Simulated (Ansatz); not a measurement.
**CH5AlOS: small, medium and large basis sets**

One table from this session's results is given with a row withheld; the runs are named, their logs left out.

Program: Ansatz 0.2.0, Gaussian basis. Level of theory: one geometry, several basis sets. These are calculated values, not measurements.

The runs, in order: PBE0-D4/def2-SVP; ωB97M-V/def2-SVP; PBE0-D4/def2-QZVPP; ωB97M-V/def2-QZVPP; the functionals' def2-TZVPP values are taken from earlier runs.

## The geometry

The geometry comes from an earlier relaxation with PBE0-D4 in a triple-zeta def2 set; it is a stationary point, not always the lowest conformer.

9 atoms, charge 0, spin multiplicity 1.

Atoms are counted from 1 here; the program's logs count them from 0.

Bond lengths: O1–C2 1.468 Å, O1–Al4 1.983 Å, O1–H5 0.964 Å, C2–S3 1.799 Å, C2–H6 1.092 Å, C2–H7 1.090 Å, S3–Al4 2.262 Å, Al4–H8 1.584 Å, Al4–H9 1.594 Å. Angles: C2–O1–Al4 96.8°, C2–O1–H5 111.4°, Al4–O1–H5 120.9°, O1–C2–S3 104.9°, O1–C2–H6 108.1°, O1–C2–H7 108.2°, S3–C2–H6 112.6°, S3–C2–H7 112.2°, H6–C2–H7 110.5°, C2–S3–Al4 78.8°, O1–Al4–S3 75.2°, O1–Al4–H8 112.3°, O1–Al4–H9 101.2°, S3–Al4–H8 118.4°, S3–Al4–H9 117.5°, H8–Al4–H9 120.0°.

The first run:

Input file in.yaml:

```yaml
crystal:
  periodic: [false, false, false]
  atoms:
    - {symbol: O, position_ang: [-0.537665, 0.160685, -0.718808]}
    - {symbol: C, position_ang: [0.803179, 0.736894, -0.558019]}
    - {symbol: S, position_ang: [1.692399, -0.439780, 0.471834]}
    - {symbol: Al, position_ang: [-0.448782, -1.077970, 0.826625]}
    - {symbol: H, position_ang: [-1.212677, 0.847789, -0.764893]}
    - {symbol: H, position_ang: [0.697981, 1.714519, -0.083403]}
    - {symbol: H, position_ang: [1.250457, 0.837938, -1.546591]}
    - {symbol: H, position_ang: [-0.869498, -2.554767, 0.439270]}
    - {symbol: H, position_ang: [-1.286893, -0.271607, 1.916784]}
basis:
  gaussian: {orbitals: def2-SVP}
hamiltonian: {xc: pbe0, dispersion: d4}
output: {orbitals: {seedname: orbitals}}
```

The run is started by

```bash
$ ansatz run in.yaml --threads 2 --pin off --events-out ev --progress --plain --max-ram 4352MiB
```

Among the steps run: PBE0-D4 in def2-SVP; ωB97M-V in def2-SVP; PBE0-D4 in def2-QZVPP; ωB97M-V in def2-QZVPP.

One table of the session follows, with a row left open; its other results are not shown here.

It belongs to the step «Functionals by basis». 

| functional | basis | HOMO (eV) |
| --- | --- | --- |
| PBE0-D4 | def2-SVP | -6.54 |
| PBE0-D4 | def2-TZVPP | -6.64 |
| PBE0-D4 | def2-QZVPP | -6.67 |
| ωB97M-V | def2-SVP | -8.66 |
| ωB97M-V | def2-TZVPP | ? |
| ωB97M-V | def2-QZVPP | -8.85 |

Estimate the missing values for ωB97M-V, def2-TZVPP.

**Answer.** HOMO (eV): -8.82. In the column «HOMO (eV)» it lies between ωB97M-V, def2-QZVPP (-8.85) and ωB97M-V, def2-SVP (-8.66).
